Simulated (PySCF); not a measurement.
# C7H4BrF: the cost of one run

Programs: PySCF 2.14.0, with routines of our own; each step states its level. All values are computed. Atoms count from 0.

### Step 1. The system as given

13 atoms, charge 0, multiplicity 1; geometry from: GFN2-xTB.

### Step 2. First hyperpolarisability: quadratic response B3LYP/def2-SVPD

Job settings and geometry (Å):

```
{"job": {"kind": "beta", "xc": "B3LYP", "basis": "def2-SVPD", "wavelengths": [1907, 1340]}, "charge": 0, "multiplicity": 1}
F      4.294773     0.126464    -1.075318
C      3.723499    -0.004567     0.172855
C      2.282176     0.003027     0.094456
C      1.081855     0.017903    -0.048455
C     -0.264252     0.030091    -0.167810
C     -1.469771     0.044459    -0.306592
C     -2.858836     0.058876    -0.449238
C     -3.727744    -0.049519     0.557938
Br    -3.203473    -0.242165     2.362252
H      4.085801    -0.953384     0.590112
H      4.084770     0.837602     0.777737
H     -3.237301     0.166813    -1.458704
H     -4.795884    -0.035113     0.418671
```

With the program's defaults for keys left out, this is: quadratic response B3LYP/def2-SVPD first hyperpolarisability, Taylor convention, gas phase.

Command:

```
> OMP_NUM_THREADS=1 python excited_run.py task.json out
```

This one command runs all jobs of the session in turn.

**Question.** How long does this first job take on 1 thread of Arm Neoverse V2, shared host, and how much memory does it need?

About 52 s, with a peak of 0.92 GiB.
